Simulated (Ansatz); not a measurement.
**As: a trigonal deformation path**

Aim: for As, look for other minima along a trigonal path.

Program: Ansatz 0.2.0. Level of theory: DFT r2SCAN, scalar-relativistic, plane waves, PAW. These are calculated values, not measurements.

### 1 The system as given

Symmetry: Pm-3m, No. 221, cubic system. Conventional cell: a = 2.704 Å, b = 2.704 Å, c = 2.704 Å, α = 90.00°, β = 90.00°, γ = 90.00°. As (site symmetry m-3m) has 6 As at 2.70 Å as nearest neighbours.

Structure file:

```
As
1.0
     2.70368    0.00000    0.00000
     0.00000    2.70368    0.00000
     0.00000    0.00000    2.70368
As
1
Direct
  0.50000 0.50000 0.50000
```

It goes back to an entry of the Materials Project, which need not be the stable form.

No relaxation comes first: the listed cell is the starting point.

### 2 The undisturbed cell

The input, input.yaml:

```yaml
crystal:
  lattice:
    - [2.7036817444, 0.0, 0.0]
    - [0.0, 2.7036817444, 0.0]
    - [0.0, 0.0, 2.7036817444]
  atoms:
    - { symbol: As, position: [0.5, 0.5, 0.5] }
basis:
  ecutwfc: 500
kpoints:
  mp_grid: { grid: [20, 20, 20] }
hamiltonian:
  xc: r2scan
scf:
  occupations: { method: gaussian, width: 0.15 }
output:
  forces: true
  stress: true
  eigenvalues: true
```

### 3 The scan: a trigonal deformation path

At fixed volume and fractional coordinates, lengths along (0.577, 0.577, 0.577) are scaled against those across it; ρ is that ratio over its starting value.

### 4 Point ρ = 0.500

Changes to input.yaml since step 2:

```diff
@@ -2,5 +2,5 @@
   lattice:
-    - [2.7036817444, 0.0, 0.0]
-    - [0.0, 2.7036817444, 0.0]
-    - [0.0, 0.0, 2.7036817444]
+    - [2.8386879517, -0.5677375903, -0.5677375903]
+    - [-0.5677375903, 2.8386879517, -0.5677375903]
+    - [-0.5677375903, -0.5677375903, 2.8386879517]
   atoms:
```

### 5 At ρ = 2.000

The input, input.yaml:

```yaml
crystal:
  lattice:
    - [2.8612181635, 0.7153045409, 0.7153045409]
    - [0.7153045409, 2.8612181635, 0.7153045409]
    - [0.7153045409, 0.7153045409, 2.8612181635]
  atoms:
    - { symbol: As, position: [0.5, 0.5, 0.5] }
basis:
  ecutwfc: 500
kpoints:
  mp_grid: { grid: [20, 20, 20] }
hamiltonian:
  xc: r2scan
scf:
  occupations: { method: gaussian, width: 0.15 }
output:
  forces: true
  stress: true
  eigenvalues: true
```

### 6 Point ρ = 0.710

Changes to input.yaml since step 5:

```diff
@@ -2,5 +2,5 @@
   lattice:
-    - [2.8612181635, 0.7153045409, 0.7153045409]
-    - [0.7153045409, 2.8612181635, 0.7153045409]
-    - [0.7153045409, 0.7153045409, 2.8612181635]
+    - [2.7376892789, -0.2929630594, -0.2929630594]
+    - [-0.2929630594, 2.7376892789, -0.2929630594]
+    - [-0.2929630594, -0.2929630594, 2.7376892789]
   atoms:
```

(Steps that only read results are left out.)

**Question.** What will these runs give? Wanted: highest point.

As calculated:

| quantity | value |
| --- | --- |
| highest point | 603.2 meV/atom at ρ = 2.000 |

What this shows: No sampled point lies below the undisturbed cell. No further minimum shows among the sampled points. At ρ = 0.500 the cell takes another symmetry, Im-3m, 469.4 meV/atom from the start at this fixed volume.
